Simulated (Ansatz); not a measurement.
This script for the Ansatz DFT code, driven from Python starts 8 runs on C₂H₆SeSi, SMILES [SeH]C1C[SiH2]1. What input does the engine get in each?

Script `c2h6sesi_scan.py`:
```python
'''Stretching a bond of C2H6SeSi, the rest held rigid.'''

import ansatz as az
import numpy as np

SETTINGS = {
    'basis_set': 'def2-SVP',
    'xc': 'pbe0',
    'vdw': 'd4',
}

GEOMETRY = '''
Se   -0.91220    0.14910   -1.97730
C    -0.73090   -0.18320   -0.09290
C     0.39140   -1.05780    0.20090
Si    0.80880    0.76680    0.64830
H    -1.71810    1.48040   -1.67460
H    -1.61170   -0.28310    0.56720
H     0.29390   -1.71720    1.09720
H     1.03290   -1.40580   -0.67240
H     0.78640    0.90180    2.15790
H     1.74250    1.29790   -0.25140
'''


def main() -> None:
    molecule = az.Crystal.molecule()
    for line in GEOMETRY.strip().splitlines():
        symbol, *xyz = line.split()
        molecule = molecule.atom(symbol, [float(v) for v in xyz])

    symbols = [site.symbol for site in molecule.cartesian_sites]
    start = np.array([site.position_ang for site in molecule.cartesian_sites])
    axis = (start[7] - start[2]) / np.linalg.norm(start[7] - start[2])
    moving = [7]
    lengths, energies = [1.002, 1.047, 1.093, 1.138, 1.184, 1.229, 1.275, 1.343], []
    for length in lengths:
        xyz = start.copy()
        xyz[moving] += (length - np.linalg.norm(start[7] - start[2])) * axis
        point = az.Crystal.molecule()
        for symbol, place in zip(symbols, xyz):
            point = point.atom(symbol, place.tolist())
        setup = (
            point.calculation()
            .basis(gaussian=SETTINGS['basis_set'])
            .functional(SETTINGS['xc'], dispersion=SETTINGS['vdw'])
        )
        r = setup.run(threads=1).report
        energies.append(r['free_energy_ev'])
        print(f'r = {length:6.3f} A  E = {energies[-1]:.5f} eV  <S^2> = {abs(r["mean_field"]["state"]["spin_squared"]):.3f}')

    # quartic fit about the minimum
    fit = np.polynomial.Polynomial.fit(lengths, np.array(energies) - min(energies), 4).convert()
    roots = [r.real for r in fit.deriv().roots() if abs(r.imag) < 1e-9 and fit.deriv(2)(r.real) > 0]
    r_e = min(roots, key=lambda r: abs(r - lengths[int(np.argmin(energies))]))
    print(f'minimum of the fit at {r_e:.4f} A, force constant {fit.deriv(2)(r_e):.2f} eV/A^2')


if __name__ == '__main__':
    main()
```

Run 1:
```yaml
crystal:
  periodic: [false, false, false]
  atoms:
    - { symbol: Se, position_ang: [-0.9122, 0.1491, -1.9773] }
    - { symbol: C, position_ang: [-0.7309, -0.1832, -0.0929] }
    - { symbol: C, position_ang: [0.3914, -1.0578, 0.2009] }
    - { symbol: Si, position_ang: [0.8088, 0.7668, 0.6483] }
    - { symbol: H, position_ang: [-1.7181, 1.4804, -1.6746] }
    - { symbol: H, position_ang: [-1.6117, -0.2831, 0.5672] }
    - { symbol: H, position_ang: [0.2939, -1.7172, 1.0972] }
    - { symbol: H, position_ang: [0.9561844052490308, -1.3641834341803005, -0.567963945602461] }
    - { symbol: H, position_ang: [0.7864, 0.9018, 2.1579] }
    - { symbol: H, position_ang: [1.7425, 1.2979, -0.2514] }
basis:
  gaussian:
    orbitals: def2-SVP
hamiltonian:
  xc: pbe0
  dispersion: d4
```

Run 2, against run 1:
```diff
-    - { symbol: H, position_ang: [0.9561844052490308, -1.3641834341803005, -0.567963945602461] }
+    - { symbol: H, position_ang: [0.9815489743470411, -1.377943169248278, -0.6024937635187391] }
```

Run 3, against run 1:
```diff
-    - { symbol: H, position_ang: [0.9561844052490308, -1.3641834341803005, -0.567963945602461] }
+    - { symbol: H, position_ang: [1.0074772005361186, -1.392008676206655, -0.6377909107220457] }
```

Run 4, against run 1:
```diff
-    - { symbol: H, position_ang: [0.9561844052490308, -1.3641834341803005, -0.567963945602461] }
+    - { symbol: H, position_ang: [1.0328417696341288, -1.4057684112746325, -0.6723207286383238] }
```

Run 5, against run 1:
```diff
-    - { symbol: H, position_ang: [0.9561844052490308, -1.3641834341803005, -0.567963945602461] }
+    - { symbol: H, position_ang: [1.0587699958232062, -1.4198339182330098, -0.7076178758416305] }
```

Run 6, against run 1:
```diff
-    - { symbol: H, position_ang: [0.9561844052490308, -1.3641834341803005, -0.567963945602461] }
+    - { symbol: H, position_ang: [1.0841345649212166, -1.4335936533009872, -0.7421476937579088] }
```

Run 7, against run 1:
```diff
-    - { symbol: H, position_ang: [0.9561844052490308, -1.3641834341803005, -0.567963945602461] }
+    - { symbol: H, position_ang: [1.1100627911102936, -1.4476591602593643, -0.7774448409612152] }
```

Run 8, against run 1:
```diff
-    - { symbol: H, position_ang: [0.9561844052490308, -1.3641834341803005, -0.567963945602461] }
+    - { symbol: H, position_ang: [1.1483914733028429, -1.4684516488065305, -0.8296232324791467] }
```

```console
$ python c2h6sesi_scan.py
r =  1.002 A  E = -75371.43276 eV  <S^2> = 0.000
r =  1.047 A  E = -75371.56883 eV  <S^2> = 0.000
r =  1.093 A  E = -75371.61216 eV  <S^2> = 0.000
r =  1.138 A  E = -75371.58214 eV  <S^2> = 0.000
r =  1.184 A  E = -75371.49485 eV  <S^2> = 0.000
r =  1.229 A  E = -75371.36751 eV  <S^2> = 0.000
r =  1.275 A  E = -75371.20551 eV  <S^2> = 0.000
r =  1.343 A  E = -75370.92625 eV  <S^2> = 0.000
minimum of the fit at 1.0948 A, force constant 35.03 eV/A^2
```

What to keep in mind:
- The settings weren't tested for convergence.
- The rest of the molecule is held rigid at a force-field or estimated start geometry, and the basis set is modest; single-reference methods fail as a bond breaks.
- The orbitals are restricted, so S² is zero by construction.
- Finished in 29 s on 1 thread of Arm Neoverse V2, on a shared host, peak memory 0.31 GiB.

(Lines on the test bed's own set-up are left out of the output.)
